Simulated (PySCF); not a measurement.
# [OsO(OH)5]+: other functionals and bases at one geometry

Aim: see how levels, charges and forces of [OsO(OH)5]+ depend on the level of theory. It is a constructed species; whether it can be made isn't addressed.

The runs use PySCF 2.14.0; several levels, as the steps say, no spin–orbit coupling.

4 further runs of the same task are left out: 2 for a known fault of the program, 1 that didn't finish, 1 set aside as unsound or not needed. Runs told in other sessions of the task aren't counted.

**1. Starting geometry**

12 atoms, charge 1, spin multiplicity 1.

Bond lengths: Os1–O2 1.715 Å, Os1–O3 1.887 Å, Os1–O5 1.914 Å, Os1–O7 1.936 Å, Os1–O9 1.868 Å, Os1–O11 1.934 Å, O3–H4 0.986 Å, O5–H6 0.987 Å, O7–H8 0.985 Å, O9–H10 0.990 Å, O11–H12 0.987 Å. Angles: O2–Os1–O3 157.1°, O2–Os1–O5 87.9°, O2–Os1–O7 107.8°, O2–Os1–O9 98.3°, O2–Os1–O11 85.4°, O3–Os1–O5 83.1°, O3–Os1–O7 91.8°, O3–Os1–O9 97.7°, O3–Os1–O11 77.5°, O5–Os1–O7 82.3°, O5–Os1–O9 158.5°, O5–Os1–O11 107.8°, O7–Os1–O9 76.2°, O7–Os1–O11 164.0°, O9–Os1–O11 93.3°, Os1–O3–H4 124.0°, Os1–O5–H6 114.7°, Os1–O7–H8 114.0° and more.

As a file:

```xyz
12
charge 1, multiplicity 1
Os   -0.0703   -0.1222   -0.0290
O     0.2722   -0.7541    1.5276
O    -0.0004   -0.0020   -1.9114
H     0.2821   -0.7400   -2.5015
O     1.7754    0.3689   -0.1583
H     2.2745    0.3258    0.6923
O    -0.2984    1.7920    0.1470
H     0.5269    2.3089   -0.0012
O    -1.9158    0.0911    0.1675
H    -2.2857    1.0087    0.1959
O    -0.2305   -1.9715   -0.5730
H    -0.2433   -2.6298    0.1625
```

Formal oxidation states: Os +8. An earlier session relaxed this geometry at TPSS, Os def2-SVP with ECP60, O def2-SVP, H def2-SVP (singlet, point group C1).

At TPSS on the finer grid: E = -544.451537 Eh, HOMO -13.24 eV, LUMO -11.26 eV, Mulliken charge on Os1 +1.22 e, largest force component 0.011 eV/Å. 

Levels to run: revPBE; B3LYP; TPSSh; M06-L; TPSS, TZVP; TPSS, x2c-SVP. Hardware: 4 threads of Arm Neoverse V2, shared host.

**2. revPBE**

The input, run.py (the lines that set the calculation):

```python
mol = gto.M(atom='''
Os    -0.07025    -0.12217    -0.02903
O      0.27223    -0.75406     1.52764
O     -0.00041    -0.00196    -1.91137
H      0.28210    -0.74001    -2.50145
O      1.77543     0.36885    -0.15829
H      2.27452     0.32585     0.69229
O     -0.29839     1.79204     0.14703
H      0.52694     2.30888    -0.00119
O     -1.91575     0.09105     0.16751
H     -2.28572     1.00872     0.19588
O     -0.23054    -1.97150    -0.57299
H     -0.24330    -2.62984     0.16250''',
    basis={'Os': 'def2-SVP', 'O': 'def2-SVP', 'H': 'def2-SVP'},
    ecp={'Os': 'def2-SVP'},
    charge=1, spin=0)
mf = dft.RKS(mol, xc='PBE_R,PBE')
mf.grids.atom_grid = (75, 302)
mf = mf.density_fit()  # fitting sets: Os def2-universal-JKFIT, O def2-universal-JKFIT, H def2-universal-JKFIT
mf.conv_tol = 1e-08; mf.max_cycle = 55
mf.kernel(dm0)  # dm0: the density of the relaxed state
```

Command:

```console
OMP_NUM_THREADS=4 python run.py
```

The log of the run:

```text
init E= -544.344710771075
  HOMO = -0.478165025204849  LUMO = -0.413630161792279  gap/eV = 1.75608
cycle= 1 E= -544.337310542203  delta_E= 0.0074  |g|= 0.211  |ddm|= 0.225
  HOMO = -0.483388988598244  LUMO = -0.381492433169849  gap/eV = 2.77275
cycle= 2 E= -544.128425425215  delta_E= 0.209  |g|= 1.04  |ddm|= 0.807
  HOMO = -0.482032497128805  LUMO = -0.410985841022895  gap/eV = 1.93328
cycle= 3 E= -544.342313729544  delta_E= -0.214  |g|= 0.131  |ddm|= 0.69
  HOMO = -0.480538722731421  LUMO = -0.411082729269832  gap/eV = 1.88999
cycle= 4 E= -544.34571746424  delta_E= -0.0034  |g|= 0.0253  |ddm|= 0.102
  HOMO = -0.479657212411916  LUMO = -0.409782106003086  gap/eV = 1.90140
cycle= 5 E= -544.345708324792  delta_E= 9.14e-06  |g|= 0.0258  |ddm|= 0.0344
  HOMO = -0.480043882814894  LUMO = -0.409889511883375  gap/eV = 1.90900
cycle= 6 E= -544.345837277984  delta_E= -0.000129  |g|= 0.0102  |ddm|= 0.0275
  HOMO = -0.480151708008225  LUMO = -0.410226480107232  gap/eV = 1.90276
cycle= 7 E= -544.345852495606  delta_E= -1.52e-05  |g|= 0.00602  |ddm|= 0.0108
  HOMO = -0.480198243916986  LUMO = -0.410241179178047  gap/eV = 1.90363
cycle= 8 E= -544.345859313107  delta_E= -6.82e-06  |g|= 0.00235  |ddm|= 0.00626
  HOMO = -0.480217043264884  LUMO = -0.410192460755532  gap/eV = 1.90547
cycle= 9 E= -544.345860070959  delta_E= -7.58e-07  |g|= 0.00153  |ddm|= 0.00304
  HOMO = -0.480196389211345  LUMO = -0.410156700075252  gap/eV = 1.90588
cycle= 10 E= -544.345860538192  delta_E= -4.67e-07  |g|= 0.000611  |ddm|= 0.00155
  HOMO = -0.480175813371098  LUMO = -0.410155912202518  gap/eV = 1.90534
cycle= 11 E= -544.345860621747  delta_E= -8.36e-08  |g|= 6.38e-05  |ddm|= 0.00054
  HOMO = -0.480179538418551  LUMO = -0.410157621233003  gap/eV = 1.90539
cycle= 12 E= -544.345860622477  delta_E= -7.3e-10  |g|= 1.98e-05  |ddm|= 4.94e-05
  HOMO = -0.480177806735742  LUMO = -0.410154180438919  gap/eV = 1.90544
Extra cycle  E= -544.345860620954  delta_E= 1.52e-09  |g|= 8.8e-05  |ddm|= 7.53e-05
converged SCF energy = -544.345860620954
```

It took 7.7 s on 4 threads of Arm Neoverse V2, shared host.

It gives: E = -544.345861 Eh, HOMO -13.07 eV, LUMO -11.16 eV, Mulliken charge on Os1 +1.15 e, largest force component 0.348 eV/Å. 

**3. B3LYP**

Changes to run.py (the lines that set the calculation) since step 2:

```diff
@@ -16,3 +16,3 @@
     charge=1, spin=0)
-mf = dft.RKS(mol, xc='PBE_R,PBE')
+mf = dft.RKS(mol, xc='B3LYP')
 mf.grids.atom_grid = (75, 302)
```

Command:

```console
OMP_NUM_THREADS=4 python run.py
```

The log of the run:

```text
init E= -544.35283878449
  HOMO = -0.533069561304381  LUMO = -0.398683032083357  gap/eV = 3.65684
cycle= 1 E= -544.346376769756  delta_E= 0.00646  |g|= 0.22  |ddm|= 0.274
  HOMO = -0.527446978873087  LUMO = -0.432083867183282  gap/eV = 2.59496
cycle= 2 E= -544.206203691034  delta_E= 0.14  |g|= 0.879  |ddm|= 0.731
  HOMO = -0.532569069109158  LUMO = -0.406909762935324  gap/eV = 3.41936
cycle= 3 E= -544.355042588147  delta_E= -0.149  |g|= 0.0623  |ddm|= 0.591
  HOMO = -0.532481801104578  LUMO = -0.406829812695804  gap/eV = 3.41916
cycle= 4 E= -544.355734959139  delta_E= -0.000692  |g|= 0.0235  |ddm|= 0.0555
  HOMO = -0.532861938791764  LUMO = -0.407114611348805  gap/eV = 3.42176
cycle= 5 E= -544.35578405461  delta_E= -4.91e-05  |g|= 0.0171  |ddm|= 0.0236
  HOMO = -0.53249034687474  LUMO = -0.4068472733519  gap/eV = 3.41892
cycle= 6 E= -544.355839577297  delta_E= -5.55e-05  |g|= 0.00555  |ddm|= 0.0149
  HOMO = -0.532603602863875  LUMO = -0.406735451795762  gap/eV = 3.42505
cycle= 7 E= -544.355845918674  delta_E= -6.34e-06  |g|= 0.000992  |ddm|= 0.0046
  HOMO = -0.532614621310933  LUMO = -0.406712754546387  gap/eV = 3.42596
cycle= 8 E= -544.355845996267  delta_E= -7.76e-08  |g|= 0.000872  |ddm|= 0.00138
  HOMO = -0.532594318679423  LUMO = -0.406720396455068  gap/eV = 3.42520
cycle= 9 E= -544.355846144694  delta_E= -1.48e-07  |g|= 0.000345  |ddm|= 0.000876
  HOMO = -0.532595717409377  LUMO = -0.40673260472619  gap/eV = 3.42491
cycle= 10 E= -544.355846162161  delta_E= -1.75e-08  |g|= 0.000238  |ddm|= 0.000403
  HOMO = -0.53260463635401  LUMO = -0.40673259609971  gap/eV = 3.42515
cycle= 11 E= -544.355846173854  delta_E= -1.17e-08  |g|= 6.43e-05  |ddm|= 0.000204
  HOMO = -0.532600303451323  LUMO = -0.406729624058591  gap/eV = 3.42512
cycle= 12 E= -544.355846174877  delta_E= -1.02e-09  |g|= 1.02e-05  |ddm|= 6.97e-05
  HOMO = -0.532602549034848  LUMO = -0.406730468480097  gap/eV = 3.42515
Extra cycle  E= -544.355846174833  delta_E= 4.39e-11  |g|= 2.03e-05  |ddm|= 2.52e-05
converged SCF energy = -544.355846174833
```

It took 7.7 s on 4 threads of Arm Neoverse V2, shared host.

Result: E = -544.355846 Eh, HOMO -14.49 eV, LUMO -11.07 eV, Mulliken charge on Os1 +1.31 e, largest force component 0.867 eV/Å. 

**4. TPSSh**

Changes to run.py (the lines that set the calculation) since step 3:

```diff
@@ -16,3 +16,3 @@
     charge=1, spin=0)
-mf = dft.RKS(mol, xc='B3LYP')
+mf = dft.RKS(mol, xc='TPSSH')
 mf.grids.atom_grid = (75, 302)
```

Command:

```console
OMP_NUM_THREADS=4 python run.py
```

The log of the run:

```text
init E= -544.337174087937
  HOMO = -0.510640751990592  LUMO = -0.405187545911568  gap/eV = 2.86953
cycle= 1 E= -544.334979625347  delta_E= 0.00219  |g|= 0.127  |ddm|= 0.153
  HOMO = -0.509940999797539  LUMO = -0.427641079455237  gap/eV = 2.23949
cycle= 2 E= -544.273589627791  delta_E= 0.0614  |g|= 0.57  |ddm|= 0.478
  HOMO = -0.51258851850138  LUMO = -0.411967725627826  gap/eV = 2.73803
cycle= 3 E= -544.337633585816  delta_E= -0.064  |g|= 0.0569  |ddm|= 0.394
  HOMO = -0.51172927668544  LUMO = -0.411123982729411  gap/eV = 2.73761
cycle= 4 E= -544.338162524154  delta_E= -0.000529  |g|= 0.0252  |ddm|= 0.0523
  HOMO = -0.511171287864192  LUMO = -0.410454694118461  gap/eV = 2.74064
cycle= 5 E= -544.338274545715  delta_E= -0.000112  |g|= 0.00932  |ddm|= 0.0198
  HOMO = -0.510895190885995  LUMO = -0.410251099631954  gap/eV = 2.73867
cycle= 6 E= -544.338290823258  delta_E= -1.63e-05  |g|= 0.00398  |ddm|= 0.0101
  HOMO = -0.511055654730929  LUMO = -0.410243202741288  gap/eV = 2.74325
cycle= 7 E= -544.338292771261  delta_E= -1.95e-06  |g|= 0.00262  |ddm|= 0.00451
  HOMO = -0.511086172564828  LUMO = -0.410322020955622  gap/eV = 2.74193
cycle= 8 E= -544.338294172508  delta_E= -1.4e-06  |g|= 0.000645  |ddm|= 0.00234
  HOMO = -0.511072885566183  LUMO = -0.410326771428888  gap/eV = 2.74144
cycle= 9 E= -544.338294250382  delta_E= -7.79e-08  |g|= 0.000287  |ddm|= 0.000755
  HOMO = -0.511067911224399  LUMO = -0.410323081939538  gap/eV = 2.74141
cycle= 10 E= -544.338294264292  delta_E= -1.39e-08  |g|= 0.000145  |ddm|= 0.000287
  HOMO = -0.511072813834251  LUMO = -0.41032173482122  gap/eV = 2.74158
cycle= 11 E= -544.338294268796  delta_E= -4.5e-09  |g|= 2.58e-05  |ddm|= 0.000132
  HOMO = -0.511069959314113  LUMO = -0.41032360236239  gap/eV = 2.74145
Extra cycle  E= -544.338294265585  delta_E= 3.21e-09  |g|= 0.000124  |ddm|= 0.000112
converged SCF energy = -544.338294265585
```

Run time: 13 s. Hardware: 4 threads of Arm Neoverse V2, shared host.

Result: E = -544.338294 Eh, HOMO -13.91 eV, LUMO -11.17 eV, Mulliken charge on Os1 +1.31 e, largest force component 0.676 eV/Å. 

**5. M06-L**

Changes to run.py (the lines that set the calculation) since step 4:

```diff
@@ -16,3 +16,3 @@
     charge=1, spin=0)
-mf = dft.RKS(mol, xc='TPSSH')
+mf = dft.RKS(mol, xc='M06L')
 mf.grids.atom_grid = (75, 302)
```

Command:

```console
OMP_NUM_THREADS=4 python run.py
```

The log of the run:

```text
init E= -544.351367049994
  HOMO = -0.49957704217009  LUMO = -0.42097381260552  gap/eV = 2.13890
cycle= 1 E= -544.357233400906  delta_E= -0.00587  |g|= 0.0815  |ddm|= 0.452
  HOMO = -0.497100555054116  LUMO = -0.434899448412019  gap/eV = 1.69258
cycle= 2 E= -544.306066132165  delta_E= 0.0512  |g|= 0.491  |ddm|= 0.429
  HOMO = -0.501518933272808  LUMO = -0.426689300833037  gap/eV = 2.03622
cycle= 3 E= -544.357245049314  delta_E= -0.0512  |g|= 0.0886  |ddm|= 0.372
  HOMO = -0.500811157172141  LUMO = -0.425015112338202  gap/eV = 2.06252
cycle= 4 E= -544.358665694033  delta_E= -0.00142  |g|= 0.0262  |ddm|= 0.0704
  HOMO = -0.499946501689261  LUMO = -0.424463165896976  gap/eV = 2.05401
cycle= 5 E= -544.358774937251  delta_E= -0.000109  |g|= 0.0133  |ddm|= 0.025
  HOMO = -0.499672445086641  LUMO = -0.424081051621842  gap/eV = 2.05695
cycle= 6 E= -544.35880476236  delta_E= -2.98e-05  |g|= 0.00694  |ddm|= 0.016
  HOMO = -0.499926745475156  LUMO = -0.424036345741229  gap/eV = 2.06508
cycle= 7 E= -544.358810963532  delta_E= -6.2e-06  |g|= 0.00475  |ddm|= 0.00914
  HOMO = -0.499975306732874  LUMO = -0.424171692900428  gap/eV = 2.06272
cycle= 8 E= -544.358815754721  delta_E= -4.79e-06  |g|= 0.0013  |ddm|= 0.00461
  HOMO = -0.499941130715001  LUMO = -0.424168372954689  gap/eV = 2.06188
cycle= 9 E= -544.358816117243  delta_E= -3.63e-07  |g|= 0.000462  |ddm|= 0.00156
  HOMO = -0.49993224974301  LUMO = -0.424159684663238  gap/eV = 2.06188
cycle= 10 E= -544.35881613817  delta_E= -2.09e-08  |g|= 0.000351  |ddm|= 0.000561
  HOMO = -0.499938797324382  LUMO = -0.424158392841602  gap/eV = 2.06209
cycle= 11 E= -544.358816166169  delta_E= -2.8e-08  |g|= 5.92e-05  |ddm|= 0.000322
  HOMO = -0.499939042945218  LUMO = -0.424161189148576  gap/eV = 2.06202
cycle= 12 E= -544.358816166928  delta_E= -7.59e-10  |g|= 5.95e-06  |ddm|= 4.78e-05
  HOMO = -0.499938524593396  LUMO = -0.424161083896154  gap/eV = 2.06201
Extra cycle  E= -544.358816166879  delta_E= 4.91e-11  |g|= 1.64e-05  |ddm|= 1.68e-05
converged SCF energy = -544.358816166879
```

Wall time 13 s (4 threads of Arm Neoverse V2, shared host).

Result: E = -544.358816 Eh, HOMO -13.60 eV, LUMO -11.54 eV, Mulliken charge on Os1 +1.63 e, largest force component 0.612 eV/Å. 

**6. TPSS, TZVP**

Basis: Os def2-TZVP with ECP60, O def2-TZVP, H def2-TZVP. 

Changes to run.py (the lines that set the calculation) since step 5:

```diff
@@ -13,6 +13,6 @@
 H     -0.24330    -2.62984     0.16250''',
-    basis={'Os': 'def2-SVP', 'O': 'def2-SVP', 'H': 'def2-SVP'},
-    ecp={'Os': 'def2-SVP'},
+    basis={'Os': 'def2-TZVP', 'O': 'def2-TZVP', 'H': 'def2-TZVP'},
+    ecp={'Os': 'def2-TZVP'},
     charge=1, spin=0)
-mf = dft.RKS(mol, xc='M06L')
+mf = dft.RKS(mol, xc='TPSS')
 mf.grids.atom_grid = (75, 302)
@@ -20,2 +20,2 @@
 mf.conv_tol = 1e-08; mf.max_cycle = 55
-mf.kernel(dm0)  # dm0: the density of the relaxed state
+mf.kernel(dm0)  # dm0: free metal ions and neutral atoms
```

Command:

```console
OMP_NUM_THREADS=4 python run.py
```

The log of the run:

```text
init E= -548.982063342771
  HOMO = -0.606310499953558  LUMO = -0.501439644906862  gap/eV = 2.85368
cycle= 1 E= -544.777339853857  delta_E=  4.2  |g|= 1.17  |ddm|= 3.31
  HOMO = -0.386966917883309  LUMO = -0.378509893458788  gap/eV = 0.23013
cycle= 2 E= -541.790452420114  delta_E= 2.99  |g|= 4.09  |ddm|= 2.66
  HOMO = -0.397964383893356  LUMO = -0.347794759555484  gap/eV = 1.36519
cycle= 3 E= -544.413658768064  delta_E= -2.62  |g|= 1.69  |ddm|= 2.56
  HOMO = -0.463658644215399  LUMO = -0.376218439349874  gap/eV = 2.37937
cycle= 4 E= -544.823091500003  delta_E= -0.409  |g|= 0.962  |ddm|= 1.37
  HOMO = -0.492980067631798  LUMO = -0.427783531656102  gap/eV = 1.77409
cycle= 5 E= -544.994283733018  delta_E= -0.171  |g|= 0.421  |ddm|= 0.791
  HOMO = -0.483940464529114  LUMO = -0.414609495032827  gap/eV = 1.88659
cycle= 6 E= -545.00927946872  delta_E= -0.015  |g|= 0.323  |ddm|= 0.372
  HOMO = -0.485219614775785  LUMO = -0.409918395589877  gap/eV = 2.04905
cycle= 7 E= -545.028172769326  delta_E= -0.0189  |g|= 0.118  |ddm|= 0.253
  HOMO = -0.486175072236053  LUMO = -0.410647195470206  gap/eV = 2.05522
cycle= 8 E= -545.028773982523  delta_E= -0.000601  |g|= 0.108  |ddm|= 0.134
  HOMO = -0.48842906867798  LUMO = -0.41286263611589  gap/eV = 2.05627
cycle= 9 E= -545.031153727985  delta_E= -0.00238  |g|= 0.0317  |ddm|= 0.0826
  HOMO = -0.486995489359828  LUMO = -0.412816110044926  gap/eV = 2.01852
cycle= 10 E= -545.031267424893  delta_E= -0.000114  |g|= 0.0223  |ddm|= 0.0316
  HOMO = -0.487308614976643  LUMO = -0.412315515662662  gap/eV = 2.04067
cycle= 11 E= -545.031353520891  delta_E= -8.61e-05  |g|= 0.00994  |ddm|= 0.0163
  HOMO = -0.487489099615918  LUMO = -0.412276557015925  gap/eV = 2.04664
cycle= 12 E= -545.031371800284  delta_E= -1.83e-05  |g|= 0.00378  |ddm|= 0.00711
  HOMO = -0.48742152235436  LUMO = -0.412301189087934  gap/eV = 2.04413
cycle= 13 E= -545.031374480121  delta_E= -2.68e-06  |g|= 0.00133  |ddm|= 0.00188
  HOMO = -0.487401701824961  LUMO = -0.412294323756381  gap/eV = 2.04378
cycle= 14 E= -545.03137480101  delta_E= -3.21e-07  |g|= 0.000476  |ddm|= 0.000887
  HOMO = -0.487423236385873  LUMO = -0.412317672334534  gap/eV = 2.04373
cycle= 15 E= -545.031374843821  delta_E= -4.28e-08  |g|= 5.62e-05  |ddm|= 0.000327
  HOMO = -0.487422516048162  LUMO = -0.412318142408073  gap/eV = 2.04369
cycle= 16 E= -545.031374844221  delta_E= -4e-10  |g|= 3.88e-05  |ddm|= 6.11e-05
  HOMO = -0.487425050552415  LUMO = -0.41231608242962  gap/eV = 2.04382
Extra cycle  E= -545.031374826518  delta_E= 1.77e-08  |g|= 0.000294  |ddm|= 0.000181
converged SCF energy = -545.031374826518
```

Wall time 41 s (4 threads of Arm Neoverse V2, shared host).

It gives: E = -545.031375 Eh, HOMO -13.26 eV, LUMO -11.22 eV, Mulliken charge on Os1 +1.39 e, largest force component 0.254 eV/Å. 

**7. TPSS, x2c-SVP**

Basis: Os x2c-SVPall, O x2c-SVPall, H x2c-SVPall. All electrons are treated, with the spin-free X2C Hamiltonian.

Changes to run.py (the lines that set the calculation) since step 6:

```diff
@@ -13,8 +13,9 @@
 H     -0.24330    -2.62984     0.16250''',
-    basis={'Os': 'def2-TZVP', 'O': 'def2-TZVP', 'H': 'def2-TZVP'},
-    ecp={'Os': 'def2-TZVP'},
+    basis={'Os': 'x2c-SVPall', 'O': 'x2c-SVPall', 'H': 'x2c-SVPall'},
+    nucmod='G',
     charge=1, spin=0)
 mf = dft.RKS(mol, xc='TPSS')
-mf.grids.atom_grid = (75, 302)
-mf = mf.density_fit()  # fitting sets: Os def2-universal-JKFIT, O def2-universal-JKFIT, H def2-universal-JKFIT
+mf.grids.atom_grid = (99, 590)
+mf = mf.density_fit()  # fitting sets: Os AutoAux, O AutoAux, H AutoAux
+mf = mf.sfx2c1e()
 mf.conv_tol = 1e-08; mf.max_cycle = 55
```

Command:

```console
OMP_NUM_THREADS=4 python run.py
```

The log of the run:

```text
init E= -17713.0485015644
  HOMO = -0.5961085687506  LUMO = -0.4966891327546  gap/eV = 2.70534
cycle= 1 E= -17708.0213786096  delta_E= 5.03  |g|= 1.14  |ddm|= 4.26
  HOMO = -0.405779405550455  LUMO = -0.402426720742315  gap/eV = 0.09123
cycle= 2 E= -17704.4490226669  delta_E= 3.57  |g|= 4.41  |ddm|= 3.54
  HOMO = -0.402517090771696  LUMO = -0.369328908023781  gap/eV = 0.90310
cycle= 3 E= -17707.4348242023  delta_E= -2.99  |g|= 1.92  |ddm|= 3.44
  HOMO = -0.460121986091536  LUMO = -0.376476828046151  gap/eV = 2.27610
cycle= 4 E= -17708.0413918478  delta_E= -0.607  |g|= 0.953  |ddm|= 1.97
  HOMO = -0.491359465039518  LUMO = -0.429786332745961  gap/eV = 1.67549
cycle= 5 E= -17708.2215217129  delta_E= -0.18  |g|= 0.416  |ddm|= 0.937
  HOMO = -0.488374238315009  LUMO = -0.425490239514954  gap/eV = 1.71116
cycle= 6 E= -17708.2084961119  delta_E= 0.013  |g|= 0.477  |ddm|= 0.634
  HOMO = -0.487003614182707  LUMO = -0.418527710509968  gap/eV = 1.86332
cycle= 7 E= -17708.2556676768  delta_E= -0.0472  |g|= 0.124  |ddm|= 0.431
  HOMO = -0.485641847132202  LUMO = -0.416978429879322  gap/eV = 1.86843
cycle= 8 E= -17708.2567979192  delta_E= -0.00113  |g|= 0.103  |ddm|= 0.197
  HOMO = -0.490975506935136  LUMO = -0.419614109773259  gap/eV = 1.94184
cycle= 9 E= -17708.2583702612  delta_E= -0.00157  |g|= 0.0642  |ddm|= 0.126
  HOMO = -0.489562341677952  LUMO = -0.420195535737512  gap/eV = 1.88757
cycle= 10 E= -17708.2592514029  delta_E= -0.000881  |g|= 0.0162  |ddm|= 0.0604
  HOMO = -0.489215526581122  LUMO = -0.42011147120903  gap/eV = 1.88042
cycle= 11 E= -17708.2592784645  delta_E= -2.71e-05  |g|= 0.0119  |ddm|= 0.0206
  HOMO = -0.489313427575572  LUMO = -0.419783516476513  gap/eV = 1.89201
cycle= 12 E= -17708.2593105358  delta_E= -3.21e-05  |g|= 0.00145  |ddm|= 0.0105
  HOMO = -0.489309952662406  LUMO = -0.419801858389343  gap/eV = 1.89141
cycle= 13 E= -17708.2593108823  delta_E= -3.46e-07  |g|= 0.000514  |ddm|= 0.00121
  HOMO = -0.489313988265552  LUMO = -0.419818419544622  gap/eV = 1.89107
cycle= 14 E= -17708.2593109347  delta_E= -5.24e-08  |g|= 0.000102  |ddm|= 0.000421
  HOMO = -0.489312169103116  LUMO = -0.41981375431843  gap/eV = 1.89115
cycle= 15 E= -17708.2593109366  delta_E= -1.92e-09  |g|= 3.19e-05  |ddm|= 8.83e-05
  HOMO = -0.489311758387076  LUMO = -0.419814125480255  gap/eV = 1.89113
Extra cycle  E= -17708.2593109255  delta_E= 1.11e-08  |g|= 0.000228  |ddm|= 0.000192
converged SCF energy = -17708.2593109255
```

Run time: 65 s. Hardware: 4 threads of Arm Neoverse V2, shared host.

Result: E = -17708.259311 Eh, HOMO -13.31 eV, LUMO -11.42 eV, Mulliken charge on Os1 +0.63 e, largest force component 0.648 eV/Å. 

**8. Results**

| level | state | HOMO (eV) | gap (eV) | charge on Os1 (e) | dipole (D) | largest force component (eV/Å) | basis functions | time |
| --- | --- | --- | --- | --- | --- | --- | --- | --- |
| TPSS (relaxed here) | singlet | -13.24 | 1.98 | 1.22 | 1.39 | 0.01 | 141 | 51 s |
| revPBE | singlet | -13.07 | 1.91 | 1.15 | 1.36 | 0.35 | 141 | 7.7 s |
| B3LYP | singlet | -14.49 | 3.43 | 1.31 | 1.47 | 0.87 | 141 | 7.7 s |
| TPSSh | singlet | -13.91 | 2.74 | 1.31 | 1.44 | 0.68 | 141 | 13 s |
| M06-L | singlet | -13.60 | 2.06 | 1.63 | 1.41 | 0.61 | 141 | 13 s |
| TPSS, TZVP | singlet | -13.26 | 2.04 | 1.39 | 1.31 | 0.25 | 256 | 41 s |
| TPSS, x2c-SVP | singlet | -13.31 | 1.89 | 0.63 | 1.38 | 0.65 | 175 | 65 s |

Times are on 4 threads of Arm Neoverse V2, shared host; the first row also made further properties. The dipole of a charged species depends on the origin, so these sizes hold for this origin alone.

In one basis the HOMO–LUMO gap runs from 1.91 eV (revPBE) to 3.43 eV (B3LYP). The largest leftover force, 0.87 eV/Å with B3LYP, stands at a geometry relaxed at another level. The Mulliken charge on Os spans +0.63 to +1.63 e over the levels. Total energies of different levels can't be compared. Spin–orbit coupling is left out throughout.
